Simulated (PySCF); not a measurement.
# C3H7ClGa− (SMILES [Cl][GaH2-][CH]1CC1): levels of theory compared

Wanted: a comparison of 6 runs (HF/3-21G, HF/def2-SVP, B3LYP/6-31G*, PBE/def2-SVP, PBE0/def2-SVP, CCSD/6-31G) of C3H7ClGa−. 

The calculation is run with PySCF 2.14.0.

## 1. The molecule

The species is C3H7ClGa− (12 atoms), meant as a singlet with charge -1. As SMILES, `[Cl][GaH2-][CH]1CC1`. The shape comes from GFN2-xTB, which is rough for such elements, and wasn't checked as a minimum. This is one conformer, not always the lowest.

Bond lengths: Cl1–Ga2 2.134 Å, Ga2–C3 2.027 Å, C3–C4 1.509 Å, C3–C5 1.508 Å, C4–C5 1.490 Å, Ga2–H6 1.571 Å, Ga2–H7 1.570 Å, C3–H8 1.096 Å, C4–H9 1.086 Å, C4–H10 1.085 Å, C5–H11 1.085 Å, C5–H12 1.086 Å. Some angles: Cl1–Ga2–C3 109.7°, Ga2–C3–C4 116.4°, Ga2–C3–C5 118.7°, C4–C3–C5 59.2°, C3–C4–C5 60.3°, C3–C5–C4 60.5°, Cl1–Ga2–H6 106.4°, Cl1–Ga2–H7 107.0°, C3–Ga2–H6 114.5°, C3–Ga2–H7 109.2°.

## 2. Energy and gradient at HF/3-21G (run 1)

Contents of job.py:

```python
from pyscf import gto, scf

molecule = gto.Mole()
molecule.atom = '''
Cl    -2.958540    -1.261860     0.156010
Ga    -1.670450     0.438880     0.181540
C      0.106520    -0.036570    -0.669510
C      1.025070    -0.915750     0.143970
C      1.371450     0.518550    -0.065130
H     -2.449870     1.596270    -0.540310
H     -1.438290     0.815130     1.688270
H      0.197030    -0.214730    -1.747520
H      0.696300    -1.213360     1.135230
H      1.628550    -1.668770    -0.352790
H      1.282090     1.187990     0.783610
H      2.210140     0.754220    -0.713380
'''
molecule.charge = -1
molecule.basis = '3-21g'
molecule.max_memory = 1860
molecule.verbose = 4
molecule.build()

myscf = scf.RHF(molecule)
myscf.conv_tol = 1e-10
myscf.kernel()
if not myscf.converged:
    myscf = myscf.newton().run(myscf.mo_coeff, myscf.mo_occ)

etot = myscf.e_tot
print(f'total energy: {etot:.8f} hartree')
grad = myscf.nuc_grad_method().kernel()
dip = myscf.dip_moment()
pop, q = myscf.mulliken_pop()
```

Started as:

```bash
$ OMP_NUM_THREADS=1 python job.py
```

The program printed:

```text
PySCF version 2.14.0

[... 66 lines left out ...]
converged SCF energy = -2488.20904028266
total energy: -2488.20904028 hartree
[... 12 lines left out ...]
WARN: System has nonzero charge -1; the dipole moment is origin-dependent.
[... 2 lines left out ...]
Dipole moment(X, Y, Z, Debye):  9.38993,  0.73689, -1.07307
[... 50 lines left out ...]
pop of  3 C 2pz           0.55248
pop of  3 C 3px           0.51547
pop of  3 C 3py           0.35311
pop of  3 C 3pz           0.54128
pop of  4 C 1s            1.98813
pop of  4 C 2s            0.35421
pop of  4 C 3s            1.06031
pop of  4 C 2px           0.54372
pop of  4 C 2py           0.53683
pop of  4 C 2pz           0.55126
pop of  4 C 3px           0.46666
pop of  4 C 3py           0.39601
pop of  4 C 3pz           0.55241
pop of  5 H 1s            0.40976
pop of  5 H 2s            0.88974
pop of  6 H 1s            0.40992
pop of  6 H 2s            0.89426
pop of  7 H 1s            0.46576
pop of  7 H 2s            0.36740
pop of  8 H 1s            0.47125
pop of  8 H 2s            0.32610
pop of  9 H 1s            0.47384
pop of  9 H 2s            0.35852
pop of  10 H 1s           0.47221
pop of  10 H 2s           0.33195
pop of  11 H 1s           0.47386
pop of  11 H 2s           0.36109
 ** Mulliken atomic charges  **
charge of    0Cl =     -0.66910
charge of    1Ga =      0.86511
charge of    2C =     -0.59806
charge of    3C =     -0.44275
charge of    4C =     -0.44954
charge of    5H =     -0.29950
charge of    6H =     -0.30418
charge of    7H =      0.16684
charge of    8H =      0.20265
charge of    9H =      0.16764
charge of   10H =      0.19584
charge of   11H =      0.16505
```

Run time: 11 s. Hardware: 1 thread of Intel Xeon at 2.50GHz (Skylake/Cascade Lake), shared host; peak memory 0.15 GiB.

## 3. Energy and forces at HF/def2-SVP (run 2)

Contents of geometry.xyz:

```xyz
12
C3H7ClGa
Cl    -2.958540    -1.261860     0.156010
Ga    -1.670450     0.438880     0.181540
C      0.106520    -0.036570    -0.669510
C      1.025070    -0.915750     0.143970
C      1.371450     0.518550    -0.065130
H     -2.449870     1.596270    -0.540310
H     -1.438290     0.815130     1.688270
H      0.197030    -0.214730    -1.747520
H      0.696300    -1.213360     1.135230
H      1.628550    -1.668770    -0.352790
H      1.282090     1.187990     0.783610
H      2.210140     0.754220    -0.713380
```

Contents of calc.py:

```python
# [Cl][GaH2-][CH]1CC1
import pyscf.grad
from pyscf import gto, scf

mol = gto.Mole()
mol.atom = 'geometry.xyz'
mol.charge = -1
mol.basis = 'def2-svp'
mol.verbose = 3
mol.max_memory = 1860
mol.build()

calc0 = scf.RHF(mol)
calc0.conv_tol = 1e-10
calc0.kernel()
if not calc0.converged:
    calc0 = calc0.newton().run(calc0.mo_coeff, calc0.mo_occ)

e_tot = calc0.e_tot
print(f'total energy: {e_tot:.8f} hartree')
grad = calc0.Gradients().kernel()
dip = calc0.dip_moment()
pop, q = calc0.mulliken_pop()
```

Started as:

```bash
$ OMP_NUM_THREADS=1 python calc.py
```

The program printed:

```text
converged SCF energy = -2499.98901642079
total energy: -2499.98901642 hartree
--------------- RHF gradients ---------------
         x                y                z
0 Cl     0.0293507902     0.0415206929     0.0017501219
1 Ga    -0.0239655061    -0.0283322336     0.0061493945
2 C    -0.0044632226     0.0038473225     0.0004954316
[... 8 lines of this table left out ...]
11 H    -0.0012797596     0.0001889491     0.0006489997
----------------------------------------------

WARN: System has nonzero charge -1; the dipole moment is origin-dependent.
Location of origin: [0. 0. 0.]

Dipole moment(X, Y, Z, Debye):  8.55285, -0.05132, -1.11818
[... 101 lines left out ...]
pop of  6 H 2py           0.00084
pop of  6 H 2pz           0.00546
pop of  7 H 1s            0.75779
pop of  7 H 2s            0.20884
pop of  7 H 2px           0.00406
pop of  7 H 2py           0.00459
pop of  7 H 2pz           0.01615
pop of  8 H 1s            0.76042
pop of  8 H 2s            0.18268
pop of  8 H 2px           0.00564
pop of  8 H 2py           0.00385
pop of  8 H 2pz           0.01560
pop of  9 H 1s            0.76710
pop of  9 H 2s            0.20708
pop of  9 H 2px           0.00863
pop of  9 H 2py           0.00975
pop of  9 H 2pz           0.00651
pop of  10 H 1s           0.76160
pop of  10 H 2s           0.18690
pop of  10 H 2px          0.00357
pop of  10 H 2py          0.00878
pop of  10 H 2pz          0.01268
pop of  11 H 1s           0.76772
pop of  11 H 2s           0.20938
pop of  11 H 2px          0.01186
pop of  11 H 2py          0.00401
pop of  11 H 2pz          0.00893
 ** Mulliken atomic charges  **
charge of    0Cl =     -0.52621
charge of    1Ga =      0.72882
charge of    2C =     -0.43574
charge of    3C =     -0.06923
charge of    4C =     -0.06601
charge of    5H =     -0.34222
charge of    6H =     -0.35528
charge of    7H =      0.00858
charge of    8H =      0.03180
charge of    9H =      0.00093
charge of   10H =      0.02647
charge of   11H =     -0.00191
```

Run time: 56 s. Hardware: 1 thread of Intel Xeon at 2.50GHz (Skylake/Cascade Lake), shared host; peak memory 0.37 GiB.

Runs 3 to 4 aren't shown in full; the table further down has their settings and results.

## 4. Energy and forces at PBE0/def2-SVP (run 5)

Contents of calc.py:

```python
# [Cl][GaH2-][CH]1CC1
import pyscf.grad
from pyscf import gto, dft

mol = gto.M(
    atom='''
Cl  -2.958540  -1.261860   0.156010
Ga  -1.670450   0.438880   0.181540
C    0.106520  -0.036570  -0.669510
C    1.025070  -0.915750   0.143970
C    1.371450   0.518550  -0.065130
H   -2.449870   1.596270  -0.540310
H   -1.438290   0.815130   1.688270
H    0.197030  -0.214730  -1.747520
H    0.696300  -1.213360   1.135230
H    1.628550  -1.668770  -0.352790
H    1.282090   1.187990   0.783610
H    2.210140   0.754220  -0.713380
''',
    max_memory=1860,
    verbose=4,
    basis='def2-svp',
    charge=-1,
    spin=0,
)

mf = dft.RKS(mol)
mf.xc = 'pbe0'
mf.conv_tol = 1e-10
mf.grids.level = 5
mf.kernel()
if not mf.converged:
    mf = mf.newton().run(mf.mo_coeff, mf.mo_occ)

e_tot = mf.e_tot
print('E = %.10f Eh' % e_tot)
grad = mf.Gradients().kernel()
dip = mf.dip_moment()
pop, q = mf.mulliken_pop()
```

Started as:

```bash
$ OMP_NUM_THREADS=1 python calc.py
```

The program printed:

```text
PySCF version 2.14.0

[... 79 lines left out ...]
converged SCF energy = -2502.62082146553
[... 14 lines left out ...]
WARN: System has nonzero charge -1; the dipole moment is origin-dependent.
[... 2 lines left out ...]
Dipole moment(X, Y, Z, Debye):  8.39637, -0.09303, -1.07066
[... 101 lines left out ...]
pop of  6 H 2py           0.00103
pop of  6 H 2pz           0.00514
pop of  7 H 1s            0.74602
pop of  7 H 2s            0.22045
pop of  7 H 2px           0.00540
pop of  7 H 2py           0.00571
pop of  7 H 2pz           0.01310
pop of  8 H 1s            0.74506
pop of  8 H 2s            0.19341
pop of  8 H 2px           0.00625
pop of  8 H 2py           0.00461
pop of  8 H 2pz           0.01288
pop of  9 H 1s            0.75284
pop of  9 H 2s            0.22439
pop of  9 H 2px           0.00837
pop of  9 H 2py           0.00878
pop of  9 H 2pz           0.00660
pop of  10 H 1s           0.74630
pop of  10 H 2s           0.20082
pop of  10 H 2px          0.00459
pop of  10 H 2py          0.00821
pop of  10 H 2pz          0.01093
pop of  11 H 1s           0.75331
pop of  11 H 2s           0.22655
pop of  11 H 2px          0.01040
pop of  11 H 2py          0.00491
pop of  11 H 2pz          0.00836
 ** Mulliken atomic charges  **
charge of    0Cl =     -0.42321
charge of    1Ga =      0.29420
charge of    2C =     -0.29304
charge of    3C =     -0.08192
charge of    4C =     -0.08221
charge of    5H =     -0.23546
charge of    6H =     -0.25012
charge of    7H =      0.00933
charge of    8H =      0.03779
charge of    9H =     -0.00099
charge of   10H =      0.02915
charge of   11H =     -0.00353
```

Run time: 1.8 min. Hardware: 1 thread of Intel Xeon at 2.50GHz (Skylake/Cascade Lake), shared host; peak memory 1.4 GiB.

## 5. The energy at CCSD/6-31G (run 6)

Contents of run.py:

```python
# [Cl][GaH2-][CH]1CC1
from pyscf import gto, cc

mol = gto.Mole()
mol.atom = [
    ('Cl', (-2.958540, -1.261860, 0.156010)),
    ('Ga', (-1.670450, 0.438880, 0.181540)),
    ('C', (0.106520, -0.036570, -0.669510)),
    ('C', (1.025070, -0.915750, 0.143970)),
    ('C', (1.371450, 0.518550, -0.065130)),
    ('H', (-2.449870, 1.596270, -0.540310)),
    ('H', (-1.438290, 0.815130, 1.688270)),
    ('H', (0.197030, -0.214730, -1.747520)),
    ('H', (0.696300, -1.213360, 1.135230)),
    ('H', (1.628550, -1.668770, -0.352790)),
    ('H', (1.282090, 1.187990, 0.783610)),
    ('H', (2.210140, 0.754220, -0.713380)),
]
mol.basis = '6-31g'
mol.max_memory = 1860
mol.charge = -1
mol.verbose = 4
mol.build()

myscf = mol.RHF()
myscf.conv_tol = 1e-10
myscf.kernel()
if not myscf.converged:
    myscf = myscf.newton().run(myscf.mo_coeff, myscf.mo_occ)

mycc = cc.CCSD(myscf, frozen=17)
mycc.kernel()
e_tot = mycc.e_tot
print(f'total energy: {e_tot:.8f} hartree')
myscf.analyze()
```

Started as:

```bash
$ OMP_NUM_THREADS=1 python run.py
```

The program printed:

```text
PySCF version 2.14.0

[... 91 lines left out ...]
CCSD converged
[... 11 lines left out ...]
MO #1   energy= -378.580566933108  occ= 2
[... 7 lines left out ...]
MO #9   energy= -11.0516610848966  occ= 2
[... 7 lines left out ...]
MO #17  energy= -4.27022448552101  occ= 2
[... 7 lines left out ...]
MO #25  energy= -0.671497750781529 occ= 2
[... 7 lines left out ...]
MO #33  energy= -0.273832703454733 occ= 2
[... 7 lines left out ...]
MO #41  energy= 0.345636005002464  occ= 0
[... 7 lines left out ...]
MO #49  energy= 0.541403914355278  occ= 0
[... 7 lines left out ...]
MO #57  energy= 0.908939547133854  occ= 0
[... 7 lines left out ...]
MO #65  energy= 1.22433200705033   occ= 0
[... 7 lines left out ...]
MO #73  energy= 1.47914394867446   occ= 0
[... 7 lines left out ...]
MO #81  energy= 3.26517232267912   occ= 0
[... 61 lines left out ...]
pop of  4 C 2s            0.97372
pop of  4 C 3s            0.00331
pop of  4 C 2px           1.07425
pop of  4 C 2py           1.03363
pop of  4 C 2pz           1.12504
pop of  4 C 3px           0.00389
pop of  4 C 3py           0.00511
pop of  4 C 3pz           0.00257
pop of  5 H 1s            1.19546
pop of  5 H 2s            0.00221
pop of  6 H 1s            1.19930
pop of  6 H 2s            0.00243
pop of  7 H 1s            0.92162
pop of  7 H 2s            0.00572
pop of  8 H 1s            0.90221
pop of  8 H 2s            0.00725
pop of  9 H 1s            0.91679
pop of  9 H 2s            0.00654
pop of  10 H 1s           0.90467
pop of  10 H 2s           0.00707
pop of  11 H 1s           0.91891
pop of  11 H 2s           0.00646
 ** Mulliken atomic charges  **
charge of    0Cl =     -0.49623
charge of    1Ga =      0.26053
charge of    2C =     -0.32710
charge of    3C =     -0.21909
charge of    4C =     -0.22150
charge of    5H =     -0.19767
charge of    6H =     -0.20173
charge of    7H =      0.07266
charge of    8H =      0.09054
charge of    9H =      0.07667
charge of   10H =      0.08826
charge of   11H =      0.07463

WARN: System has nonzero charge -1; the dipole moment is origin-dependent.
Location of origin: [0. 0. 0.]

Dipole moment(X, Y, Z, Debye):  9.43274,  0.74085, -1.08482
```

Run time: 20 s. Hardware: 1 thread of Intel Xeon at 2.50GHz (Skylake/Cascade Lake), shared host; peak memory 0.37 GiB.

## 6. All runs side by side

| run | level | integration grid | task | energy (Eh) | HOMO energy (eV) | LUMO energy (eV) | HOMO–LUMO gap (eV) | wall time |
| --- | --- | --- | --- | --- | --- | --- | --- | --- |
| 1 | HF/3-21G | – | gradient | -2488.209040 | -5.18 | 8.43 | 13.61 | 11 s |
| 2 | HF/def2-SVP | – | gradient | -2499.989016 | -5.14 | 8.69 | 13.83 | 56 s |
| 3 | B3LYP/6-31G* (spherical functions) | 5 | gradient | -2503.403739 | -1.85 | 5.28 | 7.13 | 2 min |
| 4 | PBE/def2-SVP | 5 | gradient | -2502.509822 | -0.78 | 4.88 | 5.66 | 2 min |
| 5 | PBE0/def2-SVP | 5 | gradient | -2502.620821 | -2.08 | 5.74 | 7.82 | 1.8 min |
| 6 | CCSD/6-31G | – | energy | -2500.606486 | -5.23 | 7.68 | 12.91 | 20 s |

## 7. Summary of results

```
                                                    quantity           value
                                         run 6: total energy  -2500.60649 Eh
                  run 6: HOMO energy (Hartree–Fock orbitals)        -5.23 eV
                  run 6: LUMO energy (Hartree–Fock orbitals)         7.68 eV
run 6: HOMO–LUMO gap (to an unbound level, set by the basis)        12.91 eV
         run 6: correlation energy (17 core orbitals frozen)      -554.1 mEh
                                        run 6: T1 diagnostic           0.008
```

What this shows: Over runs 1, 2, 3, 4, 5 the HOMO–LUMO gap runs from 5.66 eV (PBE/def2-SVP) to 13.83 eV (HF/def2-SVP). Exact exchange widens orbital gaps. The empty levels of an anion lie above zero and hang on the basis. Totals of different functionals can't be ranked against each other. All runs together took 7.2 min, the longest 2 min.
